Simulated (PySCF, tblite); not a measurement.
# C6H13O2P: geometry, infrared bands and NMR shifts

Wanted: the infrared bands and NMR shifts of C6H13O2P (`CO[C@@H]1CCC[P@H](=O)C1`), by calculation.

The runs use tblite 0.8.0 and PySCF 2.14.0, with density-fitted response routines of our own; the level of theory stands in each step. All values are computed, except where a source is named. Atoms are numbered from 0 throughout.

## 1. Starting geometry

22 atoms, charge 0, multiplicity 1; geometry from: force field or distance geometry start.

Bonds of the start (Å): C0–O1 1.40, O1–C2 1.36, C2–C3 1.53, C3–C4 1.50, C4–C5 1.52, C5–P6 1.82, P6–O7 1.48, P6–C8 1.84, C8–C2 1.53, C0–H9 1.10, C0–H10 1.11, C0–H11 1.11, C2–H12 1.10, C3–H13 1.09, C3–H14 1.14, C4–H15 1.11, C4–H16 1.12, C5–H17 1.12, C5–H18 1.08, P6–H19 1.40, C8–H20 1.09, C8–H21 1.11.

## 2. Relaxing the molecule with GFN2-xTB

Job settings and geometry (Å):

```
{"job": {"kind": "relax", "xc": "GFN2-xTB", "basis": "xTB"}, "charge": 0, "multiplicity": 1}
C      3.029400    -0.418200    -0.308800
O      2.055300    -0.014500     0.611200
C      0.773200    -0.095500     0.176800
C      0.037100     1.248100     0.221400
C     -1.160900     1.315900    -0.674300
C     -2.287500     0.510000    -0.052900
P     -1.631600    -1.187900    -0.029900
O     -2.581800    -2.203600     0.474200
C     -0.105700    -1.054300     0.990800
H      3.019200     0.179600    -1.232500
H      4.016800    -0.240400     0.171300
H      2.910000    -1.509000    -0.484600
H      0.695700    -0.457200    -0.855700
H      0.735200     2.057000     0.024700
H     -0.317300     1.326800     1.301100
H     -1.476800     2.359400    -0.892600
H     -0.891600     0.776700    -1.615400
H     -2.364100     0.803000     1.025300
H     -3.223500     0.594400    -0.590100
H     -1.182000    -1.444400    -1.331600
H      0.373600    -2.012800     1.165600
H     -0.432900    -0.513500     1.905100
```

Started as:

```sh
$ OMP_NUM_THREADS=1 python probes_run.py task.json out
```

The driver reads the jobs from task.json and runs them one after another.

**Question.** This job is followed by: GFN2-xTB harmonic vibrations, gas phase; GIAO PBE0/pcSseg-1 NMR shielding, non-relativistic, gas phase. Predict these results of the whole session: strongest single infrared mode (GFN2-xTB); zero-point energy (GFN2-xTB); ¹³C shifts against TMS (PBE0/pcSseg-1); ¹H shifts against TMS (PBE0/pcSseg-1, means over atoms taken as alike); ¹⁷O shifts against H2O (PBE0/pcSseg-1); ³¹P shifts against H3PO4 (PBE0/pcSseg-1).

The runs gave:

| quantity | value |
| --- | --- |
| strongest single infrared mode (GFN2-xTB) | 1298 cm⁻¹, 227 km/mol |
| zero-point energy (GFN2-xTB) | 114.8 kcal/mol |
| ¹³C shifts against TMS (PBE0/pcSseg-1) | 80.0, 57.5, 38.6, 37.4, 32.6, 19.8 ppm |
| ¹H shifts against TMS (PBE0/pcSseg-1, means over atoms taken as alike) | 7.11, 3.51, 2.84, 2.84, 2.05, 1.91, 1.90, 1.57, 1.47, 1.17, 1.10 ppm |
| ¹⁷O shifts against H2O (PBE0/pcSseg-1) | 91.5, 49.0 ppm |
| ³¹P shifts against H3PO4 (PBE0/pcSseg-1) | -5.5 ppm |

In words: Relaxing lowered the energy by 0.727 eV in 145 steps; the close pair that moved most is O1–C2, from 1.356 to 1.415 Å. All 60 modes are real, so the xTB geometry is a minimum. GFN2-xTB is a fitted tight-binding method: band positions and strengths are rough. Its intensities can rank the bands wrongly. At PBE0/pcSseg-1: Shielding is most anisotropic at P6 (span 274 ppm, paramagnetic term -639 ppm).
